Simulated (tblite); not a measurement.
# F4N2Si: the cost of one run

Programs: tblite 0.8.0 and PySCF 2.14.0. All values are calculated, for the isolated system unless a continuum is named. Atoms count from 0, parts from 1.

### Step 1. The system as given

7 atoms, charge 0, multiplicity 1; geometry: rigid parts in contact. Parts: 1 = atoms 0–4, `F[Si](F)(F)F`, charge 0; 2 = atoms 5–6, `N#N`, charge 0.

### Step 2. Bringing the parts together with GFN2-xTB

The job: settings as JSON, then the geometry in Å.

```
{"job": {"kind": "dock", "xc": "GFN2-xTB", "basis": "xTB"}, "charge": 0, "multiplicity": 1, "parts": [{"atoms": "0-4", "charge": 0, "multiplicity": 1}, {"atoms": "5-6", "charge": 0, "multiplicity": 1}]}
F     -0.946872     1.149735    -0.483053
Si     0.000058    -0.000103     0.000015
F      1.380284     0.605116     0.425309
F      0.215007    -1.023326    -1.165713
F     -0.648477    -0.731422     1.223442
N     -0.160068     1.577938     2.500326
N      0.643413     2.094711     3.042038
```

Level: GFN2-xTB search for minima from random contacts, gas phase.

Started as:

```bash
$ OMP_NUM_THREADS=1 python cluster_run.py task.json out
```

The driver reads the jobs from task.json and runs them one after another.

**Question.** How long does this first job take on 1 thread of Arm Neoverse V1, shared host?

About 8.3 s.
